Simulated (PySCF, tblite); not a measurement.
# C₈H₆ClN: geometry, infrared bands and NMR shifts

Aim: predict the infrared bands and NMR shifts of C₈H₆ClN (`N#C[C@@]12C=C[C@@H](C1)C(Cl)=C2`).

Computed with tblite 0.8.0 and PySCF 2.14.0, with density-fitted response routines of our own, on a single molecule in the gas phase. Atoms count from 0, in the outputs and in this text.

## Step 1: The starting structure

16 atoms, charge 0, multiplicity 1; geometry from: force field or distance geometry start.

Bonds of the start (Å): N0–C1 1.18, C1–C2 1.44, C2–C3 1.54, C3–C4 1.35, C4–C5 1.52, C5–C6 1.54, C5–C7 1.52, C7–Cl8 1.68, C7–C9 1.33, C6–C2 1.54, C9–C2 1.53, C3–H10 1.07, C4–H11 1.09, C5–H12 1.09, C6–H13 1.10, C6–H14 1.09, C9–H15 1.08.

## Step 2: Geometry optimisation with GFN2-xTB

The job: settings as JSON, then the geometry in Å.

```
{"job": {"kind": "relax", "xc": "GFN2-xTB", "basis": "xTB"}, "charge": 0, "multiplicity": 1}
N      3.406100    -0.362200     0.761300
C      2.284600    -0.188400     0.446200
C      0.911100     0.012100     0.078800
C      0.517100    -0.338300    -1.363200
C     -0.821600    -0.526800    -1.360000
C     -1.322700    -0.275800     0.048400
C     -0.116300    -0.880300     0.792600
C     -1.035400     1.175500     0.412500
Cl    -2.255000     2.295100     0.704300
C      0.284500     1.362400     0.429000
H      1.185000    -0.408000    -2.201200
H     -1.443500    -0.754400    -2.220600
H     -2.286700    -0.701100     0.334300
H     -0.147000    -0.736500     1.882900
H      0.019300    -1.949000     0.609300
H      0.813000     2.284800     0.634000
```

On the command line:

```
OMP_NUM_THREADS=1 python probes_run.py task.json out
```

One launch serves the whole session: the jobs run in the order shown.

**Question.** This job is followed by: GFN2-xTB harmonic vibrations, gas phase; GIAO PBE0/pcSseg-1 NMR shielding, non-relativistic, gas phase. Predict these results of the whole session: strongest single infrared mode (GFN2-xTB); zero-point energy (GFN2-xTB); 13C shifts against TMS (PBE0/pcSseg-1); 1H shifts against TMS (PBE0/pcSseg-1); 15N shifts against NH3 (PBE0/pcSseg-1); 35Cl shifts against HCl (PBE0/pcSseg-1).

**Answer**, as computed:

| quantity | value |
| --- | --- |
| strongest single infrared mode (GFN2-xTB) | 2405 cm⁻¹, 238 km/mol |
| zero-point energy (GFN2-xTB) | 72.4 kcal/mol |
| 13C shifts against TMS (PBE0/pcSseg-1) | 168.5, 154.4, 153.5, 144.0, 125.1, 84.1, 61.1, 49.7 ppm |
| 1H shifts against TMS (PBE0/pcSseg-1) | 7.35, 7.13, 6.69, 3.17, 2.65, 2.60 ppm |
| 15N shifts against NH3 (PBE0/pcSseg-1) | 303.6 ppm |
| 35Cl shifts against HCl (PBE0/pcSseg-1) | 215 ppm |

Relaxing lowered the energy by 0.181 eV in 33 steps; the close pair that moved most is N0–C1, from 1.178 to 1.144 Å. No mode is imaginary among the 42: a minimum at this level. The strongest single mode, at 2405 cm⁻¹, moves mainly C1 and N0. GFN2-xTB is a fitted tight-binding method: band positions and strengths are rough. Its intensities can rank the bands wrongly. At PBE0/pcSseg-1: The largest span, 485 ppm, is at N0, where the paramagnetic term is -377 ppm.
